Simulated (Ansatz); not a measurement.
A run of Ansatz 0.2.0 is set up as follows.

Contents of input.yaml:

```yaml
crystal:
  lattice:
    - [0.0, 2.74797926, 2.74797926]
    - [2.74797926, 0.0, 2.74797926]
    - [2.74797926, 2.74797926, 0.0]
  atoms:
    - { symbol: W, position: [0.0, 0.0, 0.0] }
    - { symbol: Au, position: [0.75, 0.75, 0.75] }
hamiltonian:
  xc: pbe
  pseudopotentials: { kind: paw }
kpoints:
  mp_grid: { grid: [8, 8, 8] }
scf:
  occupations: { method: gaussian, width: 0.014 }
output:
  forces: true
  stress: true
  eigenvalues: true
  write_density: true
  write_potential: true
  elf: true
  volumetric_format: npy
```

Potentials or basis: Ansatz PAW.

The run is started by

```sh
$ ansatz run input.yaml --threads 2 --pin off --max-ram 5632MiB --backend cpu --events-out ev --progress --plain --runs-dir out
```

Question: Predict the pressure.

Answer: 32.7 GPa.

Question: What does it give for the band gap on the k mesh?

Answer: None (metal or under the smearing width).

Caveat: a pressure of tens of GPa on the cell as given is suspect, and the run, the potentials or the cell itself is likely at fault. Spin-orbit coupling is left out, which matters for the levels of Au, W.
